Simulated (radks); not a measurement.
# Ti in [Ar] 3d1.75 4s2 4d0.25: an all-electron calculation

Aim: the levels, the sizes of the orbitals and the parts of the energy of neutral titanium.

Method: scalar-relativistic Kohn-Sham, exchange-only PBE, spin-unpolarised, spherical densities, point nucleus. Code: radks (a radial shooting solver on a logarithmic mesh, Libxc functionals) version 1.

**1. Starting point**

* element: titanium (Z = 22)
* charge: 0
* electrons: 22
* configuration: [Ar] 3d1.75 4s2 4d0.25

**2. The run**

Input:

```text
Z 22
configuration [Ar] 3d1.75 4s2 4d0.25 4p0 5s0 4f0 5d0
relativity scalar-relativistic
functional pbe,
spin unpolarised
nucleus point
c 137.035999084
```

Launch:

```console
python run_ks.py task.json out
```

All runs below come from this command, one after another.

What does the calculation give?

The runs gave:

```
                        quantity                value
                    total energy   -852.64255 hartree
exchange-correlation share of it               4.80 %
                            −T/E               1.0093
          highest occupied level        4d, -0.157 eV
    most extended occupied level  4d, <r> = 22.0 bohr
 radius at density 0.001 e/bohr³            4.76 bohr
    maxima of the radial density                    4
```

**Reading.** The radial density shows 4 maxima for 4 occupied principal shells. −T/E is 1.009: with relativity the kinetic term as defined here no longer equals −E. This is not the tabulated ground configuration, so its levels and sizes aren't those of the ground state, and no measured value stands beside it.
